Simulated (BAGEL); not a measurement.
# A workflow on CH4F2OSi (SMILES C[Si](O)(F)F)

Aim: a single-point energy (HF/cc-pVDZ), then the energy (NEVPT2(2,2)/cc-pVDZ) of CH4F2OSi. 

The results are computed with BAGEL 1.2.2.

1 further run of the same task is left out (set aside as unsound or not needed).

**1. The structure to begin with**

CH4F2OSi: 9 atoms, total charge 0, spin state singlet. SMILES: `C[Si](O)(F)F`. The C1–H8 distance was set to 1.474 Å, away from the relaxed value.

Bond lengths: C1–Si2 1.831 Å, Si2–O3 1.621 Å, Si2–F4 1.590 Å, Si2–F5 1.590 Å, C1–H6 1.092 Å, C1–H7 1.092 Å, O3–H9 0.958 Å. Angles: C1–Si2–O3 109.9°, C1–Si2–F4 111.2°, C1–Si2–F5 111.2°, O3–Si2–F4 110.0°, O3–Si2–F5 110.0°, F4–Si2–F5 104.6°, Si2–C1–H6 110.5°, Si2–C1–H7 110.5°, Si2–O3–H9 119.7°, H6–C1–H7 108.3°. A long bond or contact: C1–H8 1.474 Å.

**2. A single-point energy at HF/cc-pVDZ (density fitting with svp-jkfit) (run 1)**

The input, input.json:

```json
{ "bagel" : [

{
  "title" : "molecule",
  "basis" : "cc-pvdz.json",
  "df_basis" : "svp-jkfit",
  "angstrom" : true,
  "geometry" : [
    { "atom" : "C", "xyz" : [   -1.066643,    0.255382,    0.189900 ] },
    { "atom" : "Si", "xyz" : [    0.702857,   -0.214218,    0.159600 ] },
    { "atom" : "O", "xyz" : [    1.206157,   -0.563418,    1.660100 ] },
    { "atom" : "F", "xyz" : [    0.950157,   -1.457518,   -0.799800 ] },
    { "atom" : "F", "xyz" : [    1.594657,    0.949182,   -0.455800 ] },
    { "atom" : "H", "xyz" : [   -1.672743,   -0.563618,    0.581700 ] },
    { "atom" : "H", "xyz" : [   -1.219343,    1.129782,    0.825400 ] },
    { "atom" : "H", "xyz" : [   -1.540100,    0.577500,   -1.168100 ] },
    { "atom" : "H", "xyz" : [    2.115457,   -0.827418,    1.806800 ] }
  ]
},
{
  "title" : "hf"
},
{
  "title" : "print",
  "file" : "orbitals.molden",
  "orbitals" : true
}

]}
```

The basis set cc-pVDZ is read from a file made from the Basis Set Exchange's data (not shown).

Launch:

```
BAGEL_NUM_THREADS=1 BAGEL input.json > input.out
```

The program printed:

```text
* using 1 threads per process

  ===============================================================
  ===============================================================

  *** Geometry ***

  { "atom" : "C", "xyz" : [     -2.015663,      0.482602,      0.358859 ] },
  { "atom" : "Si", "xyz" : [      1.328207,     -0.404813,      0.301600 ] },
  { "atom" : "O", "xyz" : [      2.279306,     -1.064706,      3.137134 ] },
  { "atom" : "F", "xyz" : [      1.795537,     -2.754310,     -1.511403 ] },
  { "atom" : "F", "xyz" : [      3.013465,      1.793694,     -0.861337 ] },
  { "atom" : "H", "xyz" : [     -3.161026,     -1.065084,      1.099254 ] },
  { "atom" : "H", "xyz" : [     -2.304224,      2.134979,      1.559780 ] },
  { "atom" : "H", "xyz" : [     -2.910367,      1.091317,     -2.207389 ] },
  { "atom" : "H", "xyz" : [      3.997634,     -1.563593,      3.414357 ] },

  Number of auxiliary basis functions:      506

  Since a DF basis is specified, we compute 2- and 3-index integrals:
    o Being stored without compression. Storage requirement is 0.036 GB

  Number of basis functions:       94
  Number of electrons      :       50

    * METHOD: MOLECULE                             0.27

  *** RHF ***

  === Nuclear Repulsion ===
   262.0612111358

      * DIIS with orbital gradients will be used.

  === RHF iteration (cc-pvdz.json) ===
      0       -602.67326117          0.01702379           0.10
      1       -602.91516596          0.01025471           0.10
      2       -603.01654560          0.00126472           0.10
      3       -603.01821800          0.00041846           0.10
      4       -603.01837199          0.00007985           0.14
      5       -603.01838038          0.00002207           0.10
      6       -603.01838119          0.00000866           0.10
      7       -603.01838131          0.00000251           0.09
      8       -603.01838132          0.00000076           0.10
      9       -603.01838132          0.00000019           0.09
     10       -603.01838132          0.00000007           0.09
     11       -603.01838132          0.00000002           0.09
     12       -603.01838132          0.00000000           0.08
    * SCF iteration converged.

    * Permanent dipole moment:
           (    0.174555,     0.032309,    -0.553593) a.u.

    * METHOD: HF                                   1.49

    * METHOD: PRINT                                0.02

  ===============================================================
```

Wall time 2.1 s (1 thread of Arm Neoverse V2, shared host); peak memory 0.14 GiB.

**3. A single-point energy at NEVPT2(2,2)/cc-pVDZ (density fitting with svp-jkfit) (run 2)**

The input, input.json:

```json
{ "bagel" : [

{
  "title" : "molecule",
  "basis" : "cc-pvdz.json",
  "df_basis" : "svp-jkfit",
  "angstrom" : "true",
  "geometry" : [
    { "atom" : "C", "xyz" : [      -1.066643,       0.255382,       0.189900 ] },
    { "atom" : "Si", "xyz" : [       0.702857,      -0.214218,       0.159600 ] },
    { "atom" : "O", "xyz" : [       1.206157,      -0.563418,       1.660100 ] },
    { "atom" : "F", "xyz" : [       0.950157,      -1.457518,      -0.799800 ] },
    { "atom" : "F", "xyz" : [       1.594657,       0.949182,      -0.455800 ] },
    { "atom" : "H", "xyz" : [      -1.672743,      -0.563618,       0.581700 ] },
    { "atom" : "H", "xyz" : [      -1.219343,       1.129782,       0.825400 ] },
    { "atom" : "H", "xyz" : [      -1.540100,       0.577500,      -1.168100 ] },
    { "atom" : "H", "xyz" : [       2.115457,      -0.827418,       1.806800 ] }
  ]
},

{
  "title" : "hf"
},

{
  "title" : "casscf",
  "nstate" : 1,
  "nact" : 2,
  "nclosed" : 24,
  "active" : [25, 26],
  "maxiter" : 200,
  "natocc" : "true"
},

{
  "title" : "nevpt2",
  "nstate" : 1,
  "nact" : 2,
  "nclosed" : 24,
  "active" : [25, 26],
  "maxiter" : 200,
  "natocc" : "true",
  "ncore" : 9
},

{
  "title" : "print",
  "file" : "orbitals.molden",
  "orbitals" : "true"
}

]}
```

The basis set cc-pVDZ is read from a file made from the Basis Set Exchange's data (not shown).

Launch:

```
BAGEL_NUM_THREADS=1 BAGEL input.json > input.out
```

The program printed:

```text
* using 1 threads per process

  ===============================================================
  ===============================================================

  *** Geometry ***

  { "atom" : "C", "xyz" : [     -2.015663,      0.482602,      0.358859 ] },
  { "atom" : "Si", "xyz" : [      1.328207,     -0.404813,      0.301600 ] },
  { "atom" : "O", "xyz" : [      2.279306,     -1.064706,      3.137134 ] },
  { "atom" : "F", "xyz" : [      1.795537,     -2.754310,     -1.511403 ] },
  { "atom" : "F", "xyz" : [      3.013465,      1.793694,     -0.861337 ] },
  { "atom" : "H", "xyz" : [     -3.161026,     -1.065084,      1.099254 ] },
  { "atom" : "H", "xyz" : [     -2.304224,      2.134979,      1.559780 ] },
  { "atom" : "H", "xyz" : [     -2.910367,      1.091317,     -2.207389 ] },
  { "atom" : "H", "xyz" : [      3.997634,     -1.563593,      3.414357 ] },

  Number of auxiliary basis functions:      506

  Since a DF basis is specified, we compute 2- and 3-index integrals:
    o Being stored without compression. Storage requirement is 0.036 GB

  Number of basis functions:       94
  Number of electrons      :       50

    * METHOD: MOLECULE                             0.26

  *** RHF ***

  === Nuclear Repulsion ===
   262.0612111358

      * DIIS with orbital gradients will be used.

  === RHF iteration (cc-pvdz.json) ===
      0       -602.67326117          0.01702379           0.10
      1       -602.91516596          0.01025471           0.10
      2       -603.01654560          0.00126472           0.10
      3       -603.01821800          0.00041846           0.10
      4       -603.01837199          0.00007985           0.11
      5       -603.01838038          0.00002207           0.10
      6       -603.01838119          0.00000866           0.10
      7       -603.01838131          0.00000251           0.10
      8       -603.01838132          0.00000076           0.10
      9       -603.01838132          0.00000019           0.10
     10       -603.01838132          0.00000007           0.10
     11       -603.01838132          0.00000002           0.10
     12       -603.01838132          0.00000000           0.10
    * SCF iteration converged.

    * Permanent dipole moment:
           (    0.174555,     0.032309,    -0.553593) a.u.

    * METHOD: HF                                   1.51

  ---------------------------
      CASSCF calculation
  ---------------------------

    ==== Active orbitals : =====
         Orbital 25
         Orbital 26
    ============================

    * nstate   :      1
    * nclosed  :     24
    * nact     :      2
    * nvirt    :     68
  === CASSCF iteration (cc-pvdz.json) ===

    * Using the second-order algorithm

      0  0      -603.02136680     5.01e-04      0.03

      1  0      -603.04259275     1.35e-03      0.45

      2  0      -603.04520466     2.02e-04      0.51

      3  0      -603.04525722     3.31e-05      0.55

      4  0      -603.04525824     5.07e-06      0.54

      5  0      -603.04525826     8.79e-07      0.51

      6  0      -603.04525826     1.83e-07      0.54

      7  0      -603.04525826     4.23e-08      0.49

      8  0      -603.04525826     1.02e-08      0.46

      9  0      -603.04525826     2.49e-09      0.38

    * Second-order optimization converged. *

     guess   0:   closed 1.                   open ..

  === FCI iteration ===

      0  0      -603.01763507     8.17e-02      0.00
      1  0      -603.04525192     1.01e-03      0.00
      2  0 *    -603.04525826     6.67e-16      0.00

     * ci vector, state   0, <S^2> = 0.0000
       2.     0.9860122996
       .2    -0.1666725681

    * METHOD: CASSCF                               4.69

    * freezing 9 orbitals

  === DF-NEVPT2 calculation ===

    * 3-index integral transformation done
    * assembly done

      NEVPT2 correlation energy:   -0.7759980788      0.27

          (+0)     -0.7227780567
          (+0)'    -0.0150359255
          (+1)     -0.0051656253
          (+1)'    -0.0000000000
          (+2)     -0.0003220379
          (-1)     -0.0258035784
          (-1)'     0.0000000000
          (-2)     -0.0068928550

      NEVPT2 total energy:       -603.8212563386

    * METHOD: NEVPT2                               0.45

    * METHOD: PRINT                                0.02

  ===============================================================
```

Wall time 7.2 s (1 thread of Arm Neoverse V2, shared host); peak memory 0.14 GiB.

**4. Summary of results**

| quantity | value |
| --- | --- |
| run 1, HF/cc-pVDZ: total energy | -603.01838 Eh |
| run 1, HF/cc-pVDZ: dipole moment | 1.48 D |
| run 1, HF/cc-pVDZ: HOMO energy | -13.02 eV |
| run 1, HF/cc-pVDZ: LUMO energy | 3.67 eV |
| run 1, HF/cc-pVDZ: HOMO–LUMO gap | 16.69 eV |
| run 2, NEVPT2(2,2)/cc-pVDZ: total energy | -603.82126 Eh |
